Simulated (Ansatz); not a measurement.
**Zn₃O₃: energies up the ladder**

Wanted for Zn₃O₃: energies up the ladder.

Method: the levels named in each step, in Ansatz 0.2.0.

## Step 1: The structure to begin with

Bond lengths: O1–Zn2 1.752 Å, Zn2–O3 1.752 Å, O3–Zn4 1.752 Å, Zn4–O5 1.752 Å, O1–Zn6 1.752 Å, O5–Zn6 1.752 Å. Angles: O1–Zn2–O3 138.1°, Zn2–O1–Zn6 101.9°, Zn2–O3–Zn4 101.9°, O3–Zn4–O5 138.1°, Zn4–O5–Zn6 101.9°, O1–Zn6–O5 138.1°.

As a file:

```xyz
6

O    -1.6261   -0.9441    0.1837
Zn   -0.0317   -1.5573   -0.2057
O     1.5878   -0.9286   -0.4311
Zn    1.3522    0.7853   -0.1531
O     0.0381    1.8726    0.2469
Zn   -1.3205    0.7720    0.3589
```

## Step 2: A rough first relaxation, PBE-D4/def2-SVPD

File input.yaml:

```yaml
crystal:
  periodic: [false, false, false]
  atoms:
    - { symbol: O, position_ang: [-1.62609, -0.9441, 0.18367] }
    - { symbol: Zn, position_ang: [-0.03169, -1.55733, -0.20571] }
    - { symbol: O, position_ang: [1.58779, -0.92862, -0.43107] }
    - { symbol: Zn, position_ang: [1.35223, 0.78527, -0.15306] }
    - { symbol: O, position_ang: [0.03813, 1.87265, 0.24693] }
    - { symbol: Zn, position_ang: [-1.32051, 0.77204, 0.35893] }
basis:
  gaussian: { orbitals: def2-SVPD }
hamiltonian:
  xc: pbe
  dispersion: d4
relax:
  f_tol: 0.03
  max_steps: 200
```

Launch:

```bash
> ansatz run input.yaml --threads 8 --pin off --max-ram 22528MiB --backend cpu --events-out ev --progress --plain --runs-dir out
```

The runs that follow: Relaxation, PBE0-D4/def2-TZVPPD; Frequencies, PBE0-D4/def2-TZVPPD; Single point, PBE-D4/def2-TZVPPD; Single point, r2SCAN-D4/def2-TZVPPD; Single point, B3LYP-D4/def2-TZVPPD; Single point, wB97M-V/def2-TZVPPD; Single point, B2PLYP/def2-TZVPPD; Single point, LDA/def2-TZVPPD; Single point, PBE0-D4/def2-SVPD; Single point, PBE-D4/def2-SVPD; The anion of multiplicity 2 at the same geometry, PBE0-D4/def2-TZVPPD; The anion of multiplicity 2 at the same geometry, PBE-D4/def2-TZVPPD; The anion of multiplicity 2 at the same geometry, r2SCAN-D4/def2-TZVPPD; The anion of multiplicity 2 at the same geometry, B3LYP-D4/def2-TZVPPD; The anion of multiplicity 2 at the same geometry, wB97M-V/def2-TZVPPD; The anion of multiplicity 2 at the same geometry, B2PLYP/def2-TZVPPD.

Before running it: what results should come out? Wanted: O1–Zn2 at PBE0-D4/def2-TZVPPD; O1–Zn6 at PBE0-D4/def2-TZVPPD; Zn2–O3 at PBE0-D4/def2-TZVPPD; frequencies at PBE0-D4/def2-TZVPPD; vertical electron affinity, B2PLYP/def2-TZVPPD.

**Answer**, as computed:

```
                                      quantity            value
                 O1–Zn2 at PBE0-D4/def2-TZVPPD          1.813 Å
                 O1–Zn6 at PBE0-D4/def2-TZVPPD          1.813 Å
                 Zn2–O3 at PBE0-D4/def2-TZVPPD          1.813 Å
            frequencies at PBE0-D4/def2-TZVPPD  151 to 669 cm⁻¹
vertical electron affinity, B2PLYP/def2-TZVPPD         1.192 eV
```

What this shows: No mode is imaginary, so the geometry is a minimum. For the vertical electron affinity, B3LYP-D4/def2-TZVPPD comes nearest to B2PLYP/def2-TZVPPD (+0.21 eV) and wB97M-V/def2-TZVPPD is farthest (-0.35 eV).
